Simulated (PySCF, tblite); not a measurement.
# C5H6ClF2O radical: geometry, infrared bands and EPR parameters

Aim: predict the infrared bands and EPR parameters of C5H6ClF2O radical (`F[C@@H]1OC[CH]C[C@]1(F)Cl`).

Programs: tblite 0.8.0 and PySCF 2.14.0, with density-fitted response routines of our own. Each step states its level of theory. These are calculated values for one molecule in the gas phase, unless marked as measured. Atoms are numbered from 0 throughout.

### 1 The starting structure

15 atoms, charge 0, multiplicity 2; geometry from: force field or distance geometry start.

Bonds of the start (Å): F0–C1 1.36, C1–O2 1.42, O2–C3 1.42, C3–C4 1.50, C4–C5 1.49, C5–C6 1.54, C6–F7 1.36, C6–Cl8 1.79, C6–C1 1.54, C1–H9 1.08, C3–H10 1.10, C3–H11 1.09, C4–H12 1.08, C5–H13 1.09, C5–H14 1.09.

### 2 Relaxing the molecule with GFN2-xTB

The job: settings as JSON, then the geometry in Å.

```
{"job": {"kind": "relax", "xc": "GFN2-xTB", "basis": "xTB"}, "charge": 0, "multiplicity": 2}
F     -0.201300     1.992500     0.515100
C      0.460300     1.289100    -0.438700
O     -0.501700     0.789200    -1.351200
C     -1.477900    -0.038400    -0.744900
C     -0.808900    -1.197700    -0.061600
C      0.358200    -0.901600     0.817800
C      1.287600     0.159100     0.208400
F      2.054100    -0.438100    -0.749500
Cl     2.413200     0.784100     1.456900
H      1.111700     1.973300    -0.970600
H     -2.082600     0.526400    -0.026100
H     -2.150300    -0.417200    -1.517900
H     -1.355900    -2.125000     0.064600
H     -0.027400    -0.566700     1.784700
H      0.916500    -1.821000     0.991200
```

Run with:

```
$ OMP_NUM_THREADS=1 python probes_run.py task.json out
```

The driver reads the jobs from task.json and runs them one after another.

**Question.** This job is followed by: GFN2-xTB harmonic vibrations, gas phase; UKS B3LYP, pcH-1 on C Cl F H O, non-relativistic, mean-field spin-orbit, GIAO. What will the session give for the following? strongest single infrared mode (GFN2-xTB); zero-point energy (GFN2-xTB); g(iso) (B3LYP); ⟨S²⟩; largest a(iso); potential on the surface of density 0.002 e/bohr³, 1st and 99th percentile.

The runs gave:

```
                                                                  quantity                 value
                                 strongest single infrared mode (GFN2-xTB)   975 cm⁻¹, 76 km/mol
                                              zero-point energy (GFN2-xTB)         63.7 kcal/mol
                                                            g(iso) (B3LYP)               2.00295
                                                                      ⟨S²⟩    0.754 (exact 0.75)
                                                            largest a(iso)  13C on C4, 102.2 MHz
potential on the surface of density 0.002 e/bohr³, 1st and 99th percentile    -0.97 V and 1.17 V
```

**Reading.** Over 76 steps the energy fell by 0.168 eV; of the close pairs, C1–O2 changed most, 1.417 to 1.358 Å. All 39 modes are real, so the xTB geometry is a minimum. The strongest single mode, at 975 cm⁻¹, has its largest shares on C1, C3, C5 and H11 (the list is cut at 4 atoms). Unscaled tight-binding wavenumbers are off by several per cent, some by more. Its intensities can rank the bands wrongly. Most of the unpaired spin sits on C4 (1.01 e). The isotropic g lies 0.6 ppt above the free-electron value. These values are for one conformer; the search (at its own cheap level) found 2 more, at 0.00, 1.38 kcal/mol (those within 0.05 may be mirror or relabelled copies), and measured spectra average over such forms.
